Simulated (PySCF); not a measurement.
# Changing the system itself: BTe⁻

Aim: change spin, charge, geometry, field or solvent of BTe⁻, one at a time, and compare with the base run.

Program: PySCF 2.14.0. Level of theory: method and basis as typed in the scripts. These are calculated values, not measurements.

4 further runs of the same task are left out: 1 for a known fault of the program, 3 that didn't finish.

## 1. Where the work starts

BTe⁻: 2 atoms, charge -1, spin multiplicity 1.

Bond lengths: B1–Te2 2.235 Å.

## 2. The run that the others are compared with

File input.py:

```python
from pyscf import gto, dft

mol = gto.M(
    atom='B 0 0 0; Te 0 0 2.235',
    basis='sto-3g',
    charge=-1,
    spin=0,
    verbose=4,
)
mf = dft.RKS(mol, xc='revpbe')
mf.kernel()
mf.dip_moment()
print('orbital energies (hartree):', mf.mo_energy[..., max(0, mol.nelec[1]-3):mol.nelec[0]+3].round(4))
```

Command:

```bash
$ OMP_NUM_THREADS=1 python input.py
```

Its log is not repeated here.

In short: E(SCF) = -6573.225868 Eh, 9 cycles.

No relativity is included for the heavy element. The bond length is a typed value, not an optimised one. The dipole of an ion depends on the origin.

## 3. Charge +1 (UKS)

Run 1 changes charge: -1 → 1; SCF type: RKS → UKS.

File input.py:

```python
from pyscf import gto, dft

mol = gto.M(
    atom='B 0 0 0; Te 0 0 2.235',
    basis='sto-3g',
    charge=1,
    spin=0,
    verbose=4,
)
mf = dft.UKS(mol, xc='revpbe')
mf.kernel()
mf.dip_moment()
print('orbital energies (hartree):', [e[max(0, n-3):n+3].round(4) for e, n in zip(mf.mo_energy, mol.nelec)])
```

Command:

```bash
$ OMP_NUM_THREADS=1 python input.py
```

## 4. Charge -2 (doublet, UKS)

Run 2 changes charge: -1 → -2; spin (2S): 0 → 1; SCF type: RKS → UKS.

File input.py:

```python
from pyscf import gto, dft

mol = gto.M(
    atom='B 0 0 0; Te 0 0 2.235',
    basis='sto-3g',
    charge=-2,
    spin=1,
    verbose=4,
)
mf = dft.UKS(mol, xc='revpbe')
mf.kernel()
mf.dip_moment()
print('orbital energies (hartree):', [e[max(0, n-3):n+3].round(4) for e, n in zip(mf.mo_energy, mol.nelec)])
```

## 5. Electric field 0.05 a.u.

Run 3 changes electric field: none → 0.05 a.u.

input.py: that of step 2 with these lines changed.

```diff
@@ -10,2 +10,7 @@
 mf = dft.RKS(mol, xc='revpbe')
+field = 0.05  # electric field along z, atomic units
+h = mf.get_hcore() + field*mol.intor('int1e_r')[2]
+mf.get_hcore = lambda *args: h
+e_nuc = mol.energy_nuc() - field*mol.atom_charges() @ mol.atom_coords()[:, 2]
+mf.energy_nuc = lambda *args: e_nuc
 mf.kernel()
```

## 6. Electric field 0.001 a.u.

Run 4 changes electric field: none → 0.001 a.u.

input.py: that of step 2 with these lines changed.

```diff
@@ -10,2 +10,7 @@
 mf = dft.RKS(mol, xc='revpbe')
+field = 0.001  # electric field along z, atomic units
+h = mf.get_hcore() + field*mol.intor('int1e_r')[2]
+mf.get_hcore = lambda *args: h
+e_nuc = mol.energy_nuc() - field*mol.atom_charges() @ mol.atom_coords()[:, 2]
+mf.energy_nuc = lambda *args: e_nuc
 mf.kernel()
```

## 7. Bond 1.788 Å

Run 5 changes bond length: 2.235 Å → 1.788 Å.

input.py: that of step 2 with these lines changed.

```diff
@@ -3,3 +3,3 @@
 mol = gto.M(
-    atom='B 0 0 0; Te 0 0 2.235',
+    atom='B 0 0 0; Te 0 0 1.788',
     basis='sto-3g',
```

## 8. Lengths in bohr

Run 6 changes length unit: angstrom → bohr; bond length: 2.235 Å → 2.235 bohr.

input.py: that of step 2 with these lines changed.

```diff
@@ -7,2 +7,3 @@
     spin=0,
+    unit='bohr',
     verbose=4,
```

Q: Predict the outcome of this session. Wanted: for each run, E(SCF); from base; gap, α spin.

**Answer**, as computed:

```tsv
run	E(SCF) (hartree)	from base (eV)	cycles	gap, α spin (eV)
base	-6573.225868	0	9	3.14
charge +1 (UKS)	-6573.010833	+5.8514	39	0.16
charge -2 (doublet, UKS)	-6572.757385	+12.7481	7	0.46
electric field 0.05 a.u.	-6573.122729	not comparable	7	3.14
electric field 0.001 a.u.	-6573.222881	not comparable	9	3.15
bond 1.788 Å	-6573.192659	+0.9037	7	2.74
lengths in bohr (poor choice)	-6572.205226	not comparable	8	0.42
```

What this shows: The highest filled level of this anion is positive: the basis lacks diffuse functions or the electron is not bound, so these numbers hang on the basis. At the SCF level, adding an electron (to the doublet) costs 12.75 eV at fixed geometry; correlation, diffuse functions and relaxation can still bind it. The dearest run is “charge +1 (UKS)”, at 6.3 s against 1.6 s. Rows marked «poor choice» come from settings spoiled on purpose.
